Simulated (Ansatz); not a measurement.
# CH2OSeSi: the cost of one run

Program: Ansatz 0.2.0. Level of theory: UKS PBE-D4/def2-SVP. These are calculated values, not measurements.

## 1. Starting point

Bond lengths: O1–C2 1.281 Å, C2–Si3 1.914 Å, C2–Se4 1.980 Å, Si3–Se4 1.957 Å, Si3–H5 1.496 Å, Si3–H6 1.482 Å. Angles: O1–C2–Si3 148.8°, O1–C2–Se4 150.8°, Si3–C2–Se4 60.3°, C2–Si3–Se4 61.5°, C2–Si3–H5 110.3°, C2–Si3–H6 111.6°, Se4–Si3–H5 115.4°, Se4–Si3–H6 119.1°, H5–Si3–H6 122.0°, C2–Se4–Si3 58.2°.

Structure file:

```xyz
6

O     0.6156   -2.1102    0.7482
C     0.0266   -1.1026    0.2194
Si   -0.0007    0.7781   -0.1352
Se   -1.4241   -0.3346   -0.8883
H     1.0970    1.1439   -1.0835
H    -0.2723    1.5615    1.0932
```

## 2. End point A

File input.yaml:

```yaml
crystal:
  periodic: [false, false, false]
  atoms:
    - { symbol: O, position_ang: [0.6156, -2.1102, 0.7482] }
    - { symbol: C, position_ang: [0.0266, -1.1026, 0.2194] }
    - { symbol: Si, position_ang: [-0.0007, 0.7781, -0.1352] }
    - { symbol: Se, position_ang: [-1.4241, -0.3346, -0.8883] }
    - { symbol: H, position_ang: [1.097, 1.1439, -1.0835] }
    - { symbol: H, position_ang: [-0.2723, 1.5615, 1.0932] }
magnetization:
  spin_polarized: true
basis:
  gaussian: { orbitals: def2-SVP }
hamiltonian:
  xc: pbe
  dispersion: d4
relax:
  f_tol: 0.02
  max_steps: 50
```

On the command line:

```console
$ ansatz run input.yaml --threads 2 --pin off --max-ram 3072MiB --backend cpu --events-out ev --progress --plain --runs-dir out
```

**Question.** How long does this run take on 2 threads of Intel Xeon at 2.60GHz (Ice Lake), shared host, and how much memory does it need?

About 15 s, with a peak of 0.19 GiB.
